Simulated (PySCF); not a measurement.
# C8H7N: NMR shifts

Wanted: the NMR shifts of C8H7N (`C=C=Cc1ccccn1`), by calculation.

The runs use PySCF 2.14.0, with density-fitted response routines of our own; the level of theory stands in each step. All values are computed, except where a source is named. Atoms are numbered from 0 throughout.

**1. The starting structure**

16 atoms, charge 0, multiplicity 1; geometry from: GFN2-xTB.

Bonds of the start (Å): C0–C1 1.29, C1–C2 1.30, C2–C3 1.46, C3–C4 1.40, C4–C5 1.38, C5–C6 1.39, C6–C7 1.39, C7–N8 1.32, N8–C3 1.33, C0–H9 1.08, C0–H10 1.08, C2–H11 1.08, C4–H12 1.08, C5–H13 1.08, C6–H14 1.08, C7–H15 1.08.

**2. Nuclear shieldings: PBE0/pcSseg-1**

What the job is given:

```
{"job": {"kind": "nmr", "xc": "PBE0", "basis": "pcSseg-1"}, "charge": 0, "multiplicity": 1}
C      3.456351    -0.032993     0.148172
C      2.305860    -0.592821    -0.031073
C      1.142747    -1.155589    -0.209367
C     -0.141820    -0.508833     0.029377
C     -0.240398     0.810937     0.481905
C     -1.495143     1.350774     0.683966
C     -2.612860     0.566174     0.433020
C     -2.410434    -0.730783    -0.013503
N     -1.217272    -1.256365    -0.211590
H      3.976089    -0.088963     1.091783
H      3.955658     0.508209    -0.640075
H      1.078149    -2.177086    -0.559675
H      0.656324     1.383485     0.665252
H     -1.604602     2.368707     1.031264
H     -3.610078     0.950642     0.580782
H     -3.246170    -1.386553    -0.224165
```

Method: GIAO PBE0/pcSseg-1 NMR shielding, non-relativistic, gas phase.

What will the session give for the following? ¹³C shifts against TMS (PBE0/pcSseg-1); ¹H shifts against TMS (PBE0/pcSseg-1, means over atoms taken as alike); ¹⁵N shifts against NH3 (PBE0/pcSseg-1). Wanted: ¹³C shifts against TMS; ¹H shifts against TMS; ¹⁵N shifts against NH3.

As calculated:

| quantity | value |
| --- | --- |
| ¹³C shifts against TMS (PBE0/pcSseg-1) | 225.1, 159.9, 155.4, 141.7, 126.8, 125.6, 103.3, 82.8 ppm |
| ¹H shifts against TMS (PBE0/pcSseg-1, means over atoms taken as alike) | 8.84, 7.89, 7.89, 7.15, 6.79, 5.46 ppm |
| ¹⁵N shifts against NH3 (PBE0/pcSseg-1) | 355.5 ppm |

What this shows: The most deshielded carbon is C1 (central carbon of an allene), at 225.1 ppm: the central sp carbon of an allene is among the most deshielded carbons of hydrocarbons. At PBE0/pcSseg-1: The widest tensor belongs to N8: span 668 ppm, with a paramagnetic part of -419 ppm. NICS(1)zz of -26 ppm above the planar ring from C3 marks a diatropic (aromatic) ring current.
